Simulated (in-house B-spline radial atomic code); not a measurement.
# C: excited configurations

Wanted: excitation energies of C as differences of total energies (ΔSCF).

Method: scalar-relativistic (spin-free one-electron X2C) HSE06, spin-polarised, spherical density, exact exchange averaged over the configuration, Fermi nucleus, basis-set limit. Code: in-house B-spline radial atomic code version 1.

## 1. The system

| Property | Result |
| --- | --- |
| element | carbon (Z = 6) |
| charge | 0 |
| electrons | 6 |
| configuration | [He] 2s2 2p2 |
| Hamiltonian | scalar-relativistic (X2C) |
| nucleus | Fermi, rms radius 2.470 fm |

Outer shells as boxes (Hund's rule):

[He] 2s2 2p2
```
[He] core
2s [↑↓]
2p [↑ ][↑ ][  ]
```

Where spins are not typed, each open shell is filled with up spins first.

## 2. The reference configuration

Input settings:

```ini
Z = 6
electrons = 6.0
configuration = [He] 2s2 2p2
hamiltonian = x2c
method = hse06
spin_polarised = True
nucleus = fermi
rms_radius = 2.4702
mass_number = 12
atomic_mass = 12.0
speed_of_light = 137.035999084
exact_exchange = averaged over the configuration
```

Started as:

```sh
$ python run_scf.py task.json out
```

One command runs all members of the session, one after another, from task.json.

## 3. Configuration [He] 2s1 2p2 3d1

Changes to the settings of step 2:

```diff
@@ -2,3 +2,3 @@
 electrons = 6.0
-configuration = [He] 2s2 2p2
+configuration = [He] 2s1 2p2 3d1
 hamiltonian = x2c
```

## 4. Run with [He] 2s2 2p1 3s1

Changes to the settings of step 3:

```diff
@@ -2,3 +2,3 @@
 electrons = 6.0
-configuration = [He] 2s1 2p2 3d1
+configuration = [He] 2s2 2p1 3s1
 hamiltonian = x2c
```

## 5. Run with [He] 2s2 2p1 3d1

Changes to the settings of step 4:

```diff
@@ -2,3 +2,3 @@
 electrons = 6.0
-configuration = [He] 2s2 2p1 3s1
+configuration = [He] 2s2 2p1 3d1
 hamiltonian = x2c
```

## 6. Configuration [He] 2s1 2p2 3p1

Changes to the settings of step 5:

```diff
@@ -2,3 +2,3 @@
 electrons = 6.0
-configuration = [He] 2s2 2p1 3d1
+configuration = [He] 2s1 2p2 3p1
 hamiltonian = x2c
```

## 7. Run with [He] 2s1 2p3

Changes to the settings of step 6:

```diff
@@ -2,3 +2,3 @@
 electrons = 6.0
-configuration = [He] 2s1 2p2 3p1
+configuration = [He] 2s1 2p3
 hamiltonian = x2c
```

## 8. Configuration [He] 2s2 2p1 3p1

Changes to the settings of step 7:

```diff
@@ -2,3 +2,3 @@
 electrons = 6.0
-configuration = [He] 2s1 2p3
+configuration = [He] 2s2 2p1 3p1
 hamiltonian = x2c
```

## 9. Configuration [He] 2s1 2p2 3s1

Changes to the settings of step 8:

```diff
@@ -2,3 +2,3 @@
 electrons = 6.0
-configuration = [He] 2s2 2p1 3p1
+configuration = [He] 2s1 2p2 3s1
 hamiltonian = x2c
```

**Question.** How far above the reference does each configuration lie (order and size, in eV)?

The runs gave:

| net move | configuration | 2|M_S|+1 | energy above the reference (eV) | largest <r> (bohr) |
| --- | --- | --- | --- | --- |
| 2s → 2p | [He] 2s1 2p3 | 5 | 3.916 | 1.69 |
| 2p → 3s | [He] 2s2 2p1 3s1 | 3 | 7.777 | 5.64 |
| 2p → 3p | [He] 2s2 2p1 3p1 | 3 | 9.264 | 4.52 |
| 2p → 3d | [He] 2s2 2p1 3d1 | 3 | 9.933 | 9.63 |
| 2s → 3s | [He] 2s1 2p2 3s1 | 5 | 12.447 | 5.56 |
| 2s → 3p | [He] 2s1 2p2 3p1 | 5 | 13.582 | 6.93 |
| 2s → 3d | [He] 2s1 2p2 3d1 | 5 | 14.659 | 9.53 |

What this shows: At the bottom stands 2s → 2p (3.916 eV), at the top 2s → 3d (14.659 eV). 3 of them lie more than 60 % above minus the reference's highest level (7.241 eV), in the range where a state can decay by emitting an electron. Two partly filled shells share a symmetry and can mix in the average, which may lower the energy, for: 2p → 3p; 2s → 3p. The reference has 2|M_S|+1 = 3; 4 of the configurations differ from it in spin. These are spherical averages at the typed spins, not spectroscopic levels.
